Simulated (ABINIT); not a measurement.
Crystal: Si.

```xyz
2
Lattice="0.0000 2.7155 2.7155 2.7155 0.0000 2.7155 2.7155 2.7155 0.0000" Properties=species:S:1:pos:R:3 pbc="T T T"
Si    0.0000    0.0000    0.0000
Si    1.3578    1.3578    1.3578
```

* Program: ABINIT 10.8.3 (patched build)
* Task: relaxation of cell and atoms
* Functional: LDA
* Potentials or basis: PseudoDojo NC SR LDA v0.4.1 standard
* Cutoff: 435 eV
* k mesh: 6 × 6 × 6
* Occupations: fermi-dirac, width 0.05 eV
* Spin: no spin polarisation

At the start: pressure -1.8 GPa; volume 20.02 Å³/atom.

Q: How do energy, volume and symmetry change on relaxing?

A: Over 4 steps the energy falls by 2.2 meV/atom and the volume is 19.64 Å³/atom (-1.9 %); space group Fd-3m (No. 227, to 0.05 Å).

The path:
```
step  energy change (eV)  largest force (eV/Å)  pressure (GPa)  volume (Å³)
   1              0.0000                0.0000           -1.81        40.05
   2             -0.0022                0.0000           -1.31        39.83
   3             -0.0045                0.0000            0.03        39.26
   4             -0.0045                0.0000            0.00        39.27
```

Final structure:
```cif
data_structure
_symmetry_space_group_name_H-M 'P 1'
_symmetry_Int_Tables_number 1
_cell_length_a 3.8153
_cell_length_b 3.8153
_cell_length_c 3.8153
_cell_angle_alpha 60.000
_cell_angle_beta 60.000
_cell_angle_gamma 60.000
_cell_volume 39.27
loop_
_atom_site_label
_atom_site_type_symbol
_atom_site_fract_x
_atom_site_fract_y
_atom_site_fract_z
_atom_site_occupancy
Si1 Si 0.00000 0.00000 0.00000 1
Si2 Si 0.25000 0.25000 0.25000 1
```
